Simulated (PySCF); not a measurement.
**C2H5AlO (SMILES [CH3][Al]1[CH2][O]1) at BLYP/6-31G(d) (spherical functions)**

What is the energy change on altering one bond length of C2H5AlO at BLYP/6-31G* (spherical functions)? 

The calculation is run with PySCF 2.14.0.

1 further run of the same task is left out (set aside as unsound or not needed).

**1. The structure to begin with**

C2H5AlO has 9 atoms, charge 0, and is taken as a singlet. As SMILES, `[CH3][Al]1[CH2][O]1`. Geometry: relaxed at PBE0-D4/def2-TZVP.

Bond lengths: C1–Al2 1.934 Å, Al2–C3 1.883 Å, Al2–O4 1.707 Å, C3–O4 1.488 Å, C1–H5 1.093 Å, C1–H6 1.091 Å, C1–H7 1.094 Å, C3–H8 1.091 Å, C3–H9 1.091 Å. Some angles: C1–Al2–C3 171.7°, C1–Al2–O4 139.6°, C3–Al2–O4 48.7°, Al2–C3–O4 59.5°, Al2–O4–C3 71.8°, Al2–C1–H5 110.3°, Al2–C1–H6 112.2°, Al2–C1–H7 110.1°, Al2–C3–H8 123.8°, Al2–C3–H9 123.8°.

**2. The energy at BLYP/6-31G(d) (spherical functions)**

Contents of run.py:

```python
# [CH3][Al]1[CH2][O]1
from pyscf import gto, dft

mol = gto.M(
    atom='''
C   -0.670900   1.320200  -1.081500
Al   0.051300  -0.076700   0.044200
C    0.678700  -1.280200   1.349300
O    0.789300  -1.609500  -0.097900
H    0.039700   1.575000  -1.872100
H   -0.900200   2.226000  -0.517500
H   -1.591200   0.976800  -1.562100
H    0.038500  -1.980500   1.887700
H    1.653200  -1.197400   1.832800
''',
    verbose=4,
    charge=0,
    max_memory=1860,
    basis='6-31g*',
)

myscf = dft.RKS(mol)
myscf.xc = 'blyp'
myscf.conv_tol = 1e-10
myscf.grids.level = 5
myscf.kernel()
if not myscf.converged:
    myscf = myscf.newton().run(myscf.mo_coeff, myscf.mo_occ)

energy = myscf.e_tot
print('E(%s) = %.9f' % ('BLYP', energy))
```

Launch:

```sh
$ OMP_NUM_THREADS=1 python run.py
```

Standard output:

```text
PySCF version 2.14.0

[INPUT] num. atoms = 9
[INPUT] num. electrons = 38
[INPUT] charge = 0
[INPUT] spin (= nelec alpha-beta = 2S) = 0
[INPUT] symmetry False subgroup None
[INPUT] Mole.unit = angstrom
[INPUT] Symbol           X                Y                Z      unit          X                Y                Z       unit  Magmom
[INPUT]  1 C     -0.670900000000   1.320200000000  -1.081500000000 AA   -1.267817256971   2.494816429651  -2.043738803717 Bohr   0.0
[INPUT]  2 Al     0.051300000000  -0.076700000000   0.044200000000 AA    0.096942950190  -0.144941993754   0.083525894706 Bohr   0.0
[INPUT]  3 C      0.678700000000  -1.280200000000   1.349300000000 AA    1.282557120742  -2.419227384668   2.549807459876 Bohr   0.0
[INPUT]  4 O      0.789300000000  -1.609500000000  -0.097900000000 AA    1.491560830119  -3.041514197487  -0.185004187595 Bohr   0.0
[INPUT]  5 H      0.039700000000   1.575000000000  -1.872100000000 AA    0.075022127145   2.976318646190  -3.537756277798 Bohr   0.0
[INPUT]  6 H     -0.900200000000   2.226000000000  -0.517500000000 AA   -1.701131457333   4.206530353282  -0.977933269462 Bohr   0.0
[INPUT]  7 H     -1.591200000000   0.976800000000  -1.562100000000 AA   -3.006932209408   1.845884478475  -2.951941179183 Bohr   0.0
[INPUT]  8 H      0.038500000000  -1.980500000000   1.887700000000 AA    0.072754455796  -3.742602589701   3.567236005341 Bohr   0.0
[INPUT]  9 H      1.653200000000  -1.197400000000   1.832800000000 AA    3.124095229131  -2.262758061554   3.463490041103 Bohr   0.0

nuclear repulsion = 145.500629871126
number of shells = 36
number of NR pGTOs = 152
number of NR cGTOs = 70
basis = 6-31g*
ecp = {}

******** <class 'pyscf.dft.rks.RKS'> ********
method = RKS
initial guess = minao
damping factor = 0
level_shift factor = 0
DIIS = <class 'pyscf.scf.diis.CDIIS'>
diis_start_cycle = 1
diis_space = 8
diis_damp = 0
SCF conv_tol = 1e-10
SCF conv_tol_grad = None
SCF max_cycles = 50
direct_scf = True
direct_scf_tol = 1e-13
XC library pyscf.dft.libxc version 7.0.0
    S. Lehtola, C. Steigemann, M. J.T. Oliveira, and M. A.L. Marques.,  SoftwareX 7, 1–5 (2018)
XC functionals = blyp
    A. D. Becke.,  Phys. Rev. A 38, 3098 (1988)
    C. Lee, W. Yang, and R. G. Parr.,  Phys. Rev. B 37, 785 (1988)
    B. Miehlich, A. Savin, H. Stoll, and H. Preuss.,  Chem. Phys. Lett. 157, 200 (1989)
radial grids:
    Treutler-Ahlrichs [JCP 102, 346 (1995); DOI:10.1063/1.469408] (M4) radial grids

becke partition: Becke, JCP 88, 2547 (1988); DOI:10.1063/1.454033
pruning grids: <function nwchem_prune>
grids dens level: 5
symmetrized grids: False
atomic radii adjust function: <function treutler_atomic_radii_adjust>
small_rho_cutoff = 0
Set gradient conv threshold to 1e-05
Initial guess from minao.
tot grids = 289688
init E= -396.914437300425
  HOMO = -0.291765368213202  LUMO = -0.0873152302386084  gap/eV = 5.56337
cycle= 1 E= -396.504004992741  delta_E= 0.41  |g|= 1.05  |ddm|= 2.75
  HOMO = -0.0233742616376387  LUMO = 0.0273090391944613  gap/eV = 1.37916
cycle= 2 E= -392.551500655501  delta_E= 3.95  |g|= 3.45  |ddm|= 4.89
  HOMO = -0.171191063196889  LUMO = -0.0227222217376579  gap/eV = 4.04004
cycle= 3 E= -396.649036221991  delta_E= -4.1  |g|= 0.629  |ddm|= 4.63
  HOMO = -0.167789132173706  LUMO = -0.0476793690028576  gap/eV = 3.26835
cycle= 4 E= -396.738968885725  delta_E= -0.0899  |g|= 0.348  |ddm|= 0.868
  HOMO = -0.168953609125623  LUMO = -0.0428970140880574  gap/eV = 3.43017
cycle= 5 E= -396.767868550049  delta_E= -0.0289  |g|= 0.0601  |ddm|= 0.264
  HOMO = -0.166373171579132  LUMO = -0.0385213217862064  gap/eV = 3.47903
cycle= 6 E= -396.768630949744  delta_E= -0.000762  |g|= 0.0307  |ddm|= 0.0686
  HOMO = -0.169145477876729  LUMO = -0.0390421988677492  gap/eV = 3.54029
cycle= 7 E= -396.768910258268  delta_E= -0.000279  |g|= 0.0114  |ddm|= 0.0429
  HOMO = -0.169596499314054  LUMO = -0.0393701903326562  gap/eV = 3.54364
cycle= 8 E= -396.768938256584  delta_E= -2.8e-05  |g|= 0.00252  |ddm|= 0.0122
  HOMO = -0.169530913316011  LUMO = -0.039228248988171  gap/eV = 3.54572
cycle= 9 E= -396.768939960139  delta_E= -1.7e-06  |g|= 0.000493  |ddm|= 0.00308
  HOMO = -0.169569752466757  LUMO = -0.0392477682772312  gap/eV = 3.54624
cycle= 10 E= -396.768940017399  delta_E= -5.73e-08  |g|= 0.000102  |ddm|= 0.000605
  HOMO = -0.169567420670202  LUMO = -0.03924111726174  gap/eV = 3.54636
cycle= 11 E= -396.768940020923  delta_E= -3.52e-09  |g|= 1.35e-05  |ddm|= 0.000156
  HOMO = -0.169568879110609  LUMO = -0.0392414233841634  gap/eV = 3.54639
cycle= 12 E= -396.768940020981  delta_E= -5.75e-11  |g|= 2.22e-06  |ddm|= 2.3e-05
  HOMO = -0.169568537459289  LUMO = -0.0392413027255696  gap/eV = 3.54638
Extra cycle  E= -396.768940020982  delta_E= -6.82e-13  |g|= 2.42e-06  |ddm|= 6.63e-06
converged SCF energy = -396.768940020982
E(BLYP) = -396.768940021
```

Run time: 17 s. Hardware: 1 thread of Intel Xeon at 2.70GHz, shared host; peak memory 0.36 GiB.

**3. The distorted shape, same level**

Contents of run.py:

```python
from pyscf import gto, dft

molecule = gto.Mole()
molecule.atom = '''
C     -1.051158     1.638954    -2.576645
Al     0.313602    -1.000805    -0.449381
C      1.499216    -3.275090     2.016901
O      1.708220    -3.897377    -0.717911
H      0.291681     2.120456    -4.070663
H     -1.701131     4.206530    -0.977933
H     -2.790273     0.990022    -3.484848
H      0.289413    -4.598465     3.034329
H      3.340754    -3.118621     2.930583
'''
molecule.spin = 0
molecule.charge = 0
molecule.verbose = 4
molecule.unit = 'bohr'
molecule.max_memory = 1860
molecule.basis = '6-31g*'
molecule.build()

ks = dft.RKS(molecule, xc='blyp')
ks.grids.level = 5
ks.conv_tol = 1e-10
ks.kernel()
if not ks.converged:
    ks = ks.newton().run(ks.mo_coeff, ks.mo_occ)

e_tot = ks.e_tot
print('E(%s) = %.9f' % ('BLYP', e_tot))
```

Launch:

```sh
$ OMP_NUM_THREADS=1 python run.py
```

Standard output:

```text
PySCF version 2.14.0

[INPUT] num. atoms = 9
[INPUT] num. electrons = 38
[INPUT] charge = 0
[INPUT] spin (= nelec alpha-beta = 2S) = 0
[INPUT] symmetry False subgroup None
[INPUT] Mole.unit = bohr
[INPUT] Symbol           X                Y                Z      unit          X                Y                Z       unit  Magmom
[INPUT]  1 C     -0.556248858676   0.867297106546  -1.363501814631 AA   -1.051158000000   1.638954000000  -2.576645000000 Bohr   0.0
[INPUT]  2 Al     0.165951031699  -0.529603198575  -0.237802184220 AA    0.313602000000  -1.000805000000  -0.449381000000 Bohr   0.0
[INPUT]  3 C      0.793350941447  -1.733102991712   1.067298045882 AA    1.499216000000  -3.275090000000   2.016901000000 Bohr   0.0
[INPUT]  4 O      0.903951095238  -2.062403090764  -0.379902140669 AA    1.708220000000  -3.897377000000  -0.717911000000 Bohr   0.0
[INPUT]  5 H      0.154350938058   1.122096991959  -2.154102092935 AA    0.291681000000   2.120456000000  -4.070663000000 Bohr   0.0
[INPUT]  6 H     -0.900199757990   2.225999813051  -0.517499857407 AA   -1.701131000000   4.206530000000  -0.977933000000 Bohr   0.0
[INPUT]  7 H     -1.476548883845   0.523897080709  -1.844102145120 AA   -2.790273000000   0.990022000000  -3.484848000000 Bohr   0.0
[INPUT]  8 H      0.153150764144  -2.433402883213   1.605697757234 AA    0.289413000000  -4.598465000000   3.034329000000 Bohr   0.0
[INPUT]  9 H      1.767850884090  -1.650303162697   1.550797738310 AA    3.340754000000  -3.118621000000   2.930583000000 Bohr   0.0

nuclear repulsion = 143.873078432325
number of shells = 36
number of NR pGTOs = 152
number of NR cGTOs = 70
basis = 6-31g*
ecp = {}

******** <class 'pyscf.dft.rks.RKS'> ********
method = RKS
initial guess = minao
damping factor = 0
level_shift factor = 0
DIIS = <class 'pyscf.scf.diis.CDIIS'>
diis_start_cycle = 1
diis_space = 8
diis_damp = 0
SCF conv_tol = 1e-10
SCF conv_tol_grad = None
SCF max_cycles = 50
direct_scf = True
direct_scf_tol = 1e-13
XC library pyscf.dft.libxc version 7.0.0
    S. Lehtola, C. Steigemann, M. J.T. Oliveira, and M. A.L. Marques.,  SoftwareX 7, 1–5 (2018)
XC functionals = blyp
    A. D. Becke.,  Phys. Rev. A 38, 3098 (1988)
    C. Lee, W. Yang, and R. G. Parr.,  Phys. Rev. B 37, 785 (1988)
    B. Miehlich, A. Savin, H. Stoll, and H. Preuss.,  Chem. Phys. Lett. 157, 200 (1989)
radial grids:
    Treutler-Ahlrichs [JCP 102, 346 (1995); DOI:10.1063/1.469408] (M4) radial grids

becke partition: Becke, JCP 88, 2547 (1988); DOI:10.1063/1.454033
pruning grids: <function nwchem_prune>
grids dens level: 5
symmetrized grids: False
atomic radii adjust function: <function treutler_atomic_radii_adjust>
small_rho_cutoff = 0
Set gradient conv threshold to 1e-05
[... 1 set-up line as earlier in the session ...]
tot grids = 289688
init E= -396.781463431786
  HOMO = -0.291156957710238  LUMO = -0.0958860203413257  gap/eV = 5.31359
cycle= 1 E= -396.440155815902  delta_E= 0.341  |g|= 1.03  |ddm|= 2.72
  HOMO = -0.0300330125336612  LUMO = -0.00345508591902499  gap/eV = 0.72322
cycle= 2 E= -391.854418598886  delta_E= 4.59  |g|= 3.54  |ddm|= 4.51
  HOMO = -0.179165009508524  LUMO = -0.0281209933860938  gap/eV = 4.11012
cycle= 3 E= -396.538302459816  delta_E= -4.68  |g|= 0.69  |ddm|= 4.22
  HOMO = -0.17109386921014  LUMO = -0.0767891056394916  gap/eV = 2.56616
cycle= 4 E= -396.626034814253  delta_E= -0.0877  |g|= 0.503  |ddm|= 1.06
  HOMO = -0.1677700644251  LUMO = -0.0733053051242112  gap/eV = 2.57052
cycle= 5 E= -396.696663073957  delta_E= -0.0706  |g|= 0.109  |ddm|= 0.441
  HOMO = -0.16661599674923  LUMO = -0.0670373401712228  gap/eV = 2.70967
cycle= 6 E= -396.698751467783  delta_E= -0.00209  |g|= 0.0689  |ddm|= 0.157
  HOMO = -0.171409431342217  LUMO = -0.064134887702636  gap/eV = 2.91909
cycle= 7 E= -396.70023743124  delta_E= -0.00149  |g|= 0.0176  |ddm|= 0.0914
  HOMO = -0.170954360521486  LUMO = -0.0650464904897117  gap/eV = 2.88190
cycle= 8 E= -396.70034050451  delta_E= -0.000103  |g|= 0.00365  |ddm|= 0.0218
  HOMO = -0.171255879868658  LUMO = -0.0649579735156252  gap/eV = 2.89251
cycle= 9 E= -396.700345055903  delta_E= -4.55e-06  |g|= 0.000869  |ddm|= 0.00485
  HOMO = -0.171217953168082  LUMO = -0.0649103155110287  gap/eV = 2.89278
cycle= 10 E= -396.700345239911  delta_E= -1.84e-07  |g|= 0.000214  |ddm|= 0.00125
  HOMO = -0.171247667288551  LUMO = -0.0649156857414539  gap/eV = 2.89344
cycle= 11 E= -396.700345255934  delta_E= -1.6e-08  |g|= 3.56e-05  |ddm|= 0.000385
  HOMO = -0.171248009397915  LUMO = -0.0649130550887733  gap/eV = 2.89352
cycle= 12 E= -396.700345256379  delta_E= -4.45e-10  |g|= 6.7e-06  |ddm|= 6.23e-05
  HOMO = -0.171247716891993  LUMO = -0.0649128328227593  gap/eV = 2.89352
cycle= 13 E= -396.700345256393  delta_E= -1.34e-11  |g|= 1.22e-06  |ddm|= 1.09e-05
  HOMO = -0.171247899005516  LUMO = -0.0649130269658076  gap/eV = 2.89352
Extra cycle  E= -396.700345256391  delta_E= 1.59e-12  |g|= 2.46e-06  |ddm|= 3.35e-06
converged SCF energy = -396.700345256391
E(BLYP) = -396.700345256
```

It took 18 s on 1 thread of Intel Xeon at 2.70GHz, shared host; peak memory 0.36 GiB.

**4. Summary of results**

At BLYP/6-31G* (spherical functions):

| quantity | value |
| --- | --- |
| first shape: total energy | -396.76894 Eh |
| first shape: dipole moment | 2.88 D |
| first shape: HOMO energy | -4.61 eV |
| first shape: LUMO energy | -1.07 eV |
| first shape: HOMO–LUMO gap | 3.55 eV |
| distorted shape: total energy | -396.70035 Eh |
| distorted shape: dipole moment | 2.51 D |
| distorted shape: HOMO energy | -4.66 eV |
| distorted shape: LUMO energy | -1.77 eV |
| distorted shape: HOMO–LUMO gap | 2.89 eV |
| energy change with the C1–H6 bond stretched from 1.091 to 1.637 Å | 1.867 eV |

In words: With the C1–H6 bond stretched from 1.091 to 1.637 Å the energy rises by 1.87 eV (180 kJ/mol). The first shape isn't relaxed at this level, so the change isn't measured from a minimum. Mulliken charges (first shape) run from -0.66 on C1 to +0.51 on Al2. Mulliken charges (distorted shape) run from -0.54 on C1 to +0.51 on Al2.
